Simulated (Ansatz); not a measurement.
# Ti: the cost of one run

Program: Ansatz 0.2.0. Level of theory: DFT PBE, scalar-relativistic, plane waves, PAW. These are calculated values, not measurements.

2 further runs of the same task are left out: 2 set aside as unsound or not needed.

## Step 1: Starting point

It takes space group P6_3mc (No. 186, hexagonal). The conventional cell has a = 3.130 Å, b = 3.130 Å, c = 5.018 Å, α = 90.00°, β = 90.00°, γ = 120.00°. Around Al (site symmetry 3m) lie 4 N at 1.90 to 1.91 Å. Around N (site symmetry 3m) lie 4 Al at 1.90 to 1.91 Å.

As a file:

```cif
data_structure
_symmetry_space_group_name_H-M 'P6_3mc'
_symmetry_Int_Tables_number 186
_cell_length_a 3.1302
_cell_length_b 3.1302
_cell_length_c 5.0180
_cell_angle_alpha 90.000
_cell_angle_beta 90.000
_cell_angle_gamma 120.000
_cell_volume 42.58
loop_
_atom_site_label
_atom_site_type_symbol
_atom_site_symmetry_multiplicity
_atom_site_Wyckoff_symbol
_atom_site_fract_x
_atom_site_fract_y
_atom_site_fract_z
_atom_site_occupancy
Al1 Al 2 b 0.33333 0.66667 0.00173 1
N1 N 2 b 0.33333 0.66667 0.38327 1
```

It is the result of an earlier relaxation at this level (volume 10.65 Å³/atom; gap on the mesh: 4.03 eV).

## Step 2: The film's bulk: Ti

Relaxed beforehand at this level: -2499.6672 eV/atom, gap on the mesh none (metal).

```yaml
crystal:
  lattice:
    - [2.93846, 0.00000, 0.00000]
    - [-1.46923, 2.54478, 0.00000]
    - [0.00000, 0.00000, 4.65063]
  atoms:
    - { symbol: Ti, position: [0.33333, 0.66667, 0.25000] }
    - { symbol: Ti, position: [0.66667, 0.33333, 0.75000] }
```

The bulk reference of AlN, the base, comes from a run made before at the same settings: -462.1270 eV/atom.

## Step 3: The film's bulk on the base's lattice

The (001) plane of Ti is fitted to the (001) plane of AlN, a strain of +6.5 % along x and +6.5 % along y; the third vector and the atoms relax.

File input.yaml:

```yaml
crystal:
  lattice:
    - [3.1302395627, 0.0, 0.0]
    - [-1.5651197813, 2.7108669812, 0.0]
    - [0.0, 0.0, 4.3108456015]
  atoms:
    - { symbol: Ti, position: [0.3333333333, 0.6666666667, 0.25] }
    - { symbol: Ti, position: [0.6666666667, 0.3333333333, 0.75] }
basis:
  ecutwfc: 420
kpoints:
  mp_grid: { grid: [12, 12, 8] }
hamiltonian:
  xc: pbe
scf:
  occupations: { method: gaussian, width: 0.1 }
output:
  forces: true
  stress: true
  eigenvalues: true
relax:
  adjacent_minimum: "off"
  f_tol: 0.01
  max_steps: 50
  cell: { fix: [a, b, gamma], stress_tol: 0.1 }
```

On the command line:

```console
$ ansatz run input.yaml --threads 4 --pin off --max-ram 10240MiB --backend cpu --events-out ev --progress --plain --runs-dir out
```

What time and memory should one allow on 4 threads of Intel Xeon Platinum 8488C (Sapphire Rapids), shared host?

About 2 s, with a peak of 0.44 GiB.
